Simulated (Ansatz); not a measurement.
# Si4GeCl12: how energies converge with the basis set

How large a basis does Si4GeCl12 need? Two functionals are run in growing sets.

Method: one geometry, several basis sets; program: Ansatz 0.2.0, Gaussian basis.

Levels to be run: PBE0-D4/def2-SVP; ωB97M-V/def2-SVP; PBE0-D4/def2-QZVPP; ωB97M-V/def2-QZVPP; the functionals' def2-TZVPP values are taken from earlier runs.

### Step 1. The relaxed structure

An earlier PBE0-D4 in a triple-zeta def2 set relaxation fixed the geometry.

SMILES `Cl[Si](Cl)(Cl)[Ge]([Si](Cl)(Cl)Cl)([Si](Cl)(Cl)Cl)[Si](Cl)(Cl)Cl`, 17 atoms, charge 0, spin multiplicity 1.

Atoms are counted from 1 here; the program's logs count them from 0.

Bond lengths: Cl1–Si2 2.034 Å, Si2–Cl3 2.034 Å, Si2–Cl4 2.034 Å, Si2–Ge5 2.371 Å, Ge5–Si6 2.371 Å, Ge5–Si10 2.371 Å, Ge5–Si14 2.371 Å, Si6–Cl7 2.034 Å, Si6–Cl8 2.034 Å, Si6–Cl9 2.034 Å, Si10–Cl11 2.034 Å, Si10–Cl12 2.034 Å, Si10–Cl13 2.034 Å, Si14–Cl15 2.034 Å, Si14–Cl16 2.034 Å, Si14–Cl17 2.034 Å. Angles: Cl1–Si2–Cl3 109.2°, Cl1–Si2–Cl4 109.2°, Cl1–Si2–Ge5 109.8°, Cl3–Si2–Cl4 109.2°, Cl3–Si2–Ge5 109.8°, Cl4–Si2–Ge5 109.8°, Si2–Ge5–Si6 109.5°, Si2–Ge5–Si10 109.5°, Si2–Ge5–Si14 109.5°, Si6–Ge5–Si10 109.5°, Si6–Ge5–Si14 109.5°, Si10–Ge5–Si14 109.4°, Ge5–Si6–Cl7 109.8°, Ge5–Si6–Cl8 109.7°, Ge5–Si6–Cl9 109.8°, Cl7–Si6–Cl8 109.2°, Cl7–Si6–Cl9 109.2°, Cl8–Si6–Cl9 109.2° and more.

### Step 2. PBE0-D4 in def2-SVP

File in.yaml:

```yaml
crystal:
  periodic: [false, false, false]
  atoms:
    - {symbol: Cl, position_ang: [-1.951988, 0.248254, 3.025194]}
    - {symbol: Si, position_ang: [-0.238037, 0.930378, 2.167770]}
    - {symbol: Cl, position_ang: [-0.316221, 2.959178, 2.041895]}
    - {symbol: Cl, position_ang: [1.346756, 0.393531, 3.324701]}
    - {symbol: Ge, position_ang: [-0.000649, -0.000405, 0.000150]}
    - {symbol: Si, position_ang: [-0.639728, -2.282913, 0.045768]}
    - {symbol: Cl, position_ang: [-2.668522, -2.430964, 0.040073]}
    - {symbol: Cl, position_ang: [0.089930, -3.166911, 1.726287]}
    - {symbol: Cl, position_ang: [0.103993, -3.238844, -1.588591]}
    - {symbol: Si, position_ang: [-1.383564, 1.178451, -1.522465]}
    - {symbol: Cl, position_ang: [-3.186709, 1.560564, -0.661860]}
    - {symbol: Cl, position_ang: [-1.667528, 0.064368, -3.200578]}
    - {symbol: Cl, position_ang: [-0.499554, 2.938609, -2.030966]}
    - {symbol: Si, position_ang: [2.260656, 0.173820, -0.690959]}
    - {symbol: Cl, position_ang: [3.008410, 1.986894, -0.150813]}
    - {symbol: Cl, position_ang: [2.378434, -0.021720, -2.712363]}
    - {symbol: Cl, position_ang: [3.364321, -1.292280, 0.186766]}
basis:
  gaussian: {orbitals: def2-SVP}
hamiltonian: {xc: pbe0, dispersion: d4}
output: {orbitals: {seedname: orbitals}}
```

Launch:

```bash
$ ansatz run in.yaml --threads 11 --pin off --events-out ev --progress --plain --max-ram 174080MiB --backend cuda --devices 0, --max-vram 75GiB
```

After this run come: ωB97M-V in def2-SVP; PBE0-D4 in def2-QZVPP; ωB97M-V in def2-QZVPP.

**Question.** What will the summary of the whole plan be? Wanted: PBE0-D4: double and triple zeta above quadruple; ωB97M-V: double and triple zeta above quadruple.

As calculated:

| quantity | value |
| --- | --- |
| PBE0-D4: double and triple zeta above quadruple | 76.94, 6.56 eV |
| ωB97M-V: double and triple zeta above quadruple | 75.79, 6.24 eV |

In words: PBE0-D4 gains 70.38 eV from double to triple zeta, then 6.56 eV more. Total energies overstate the basis error of differences, where much of it tends to cancel.
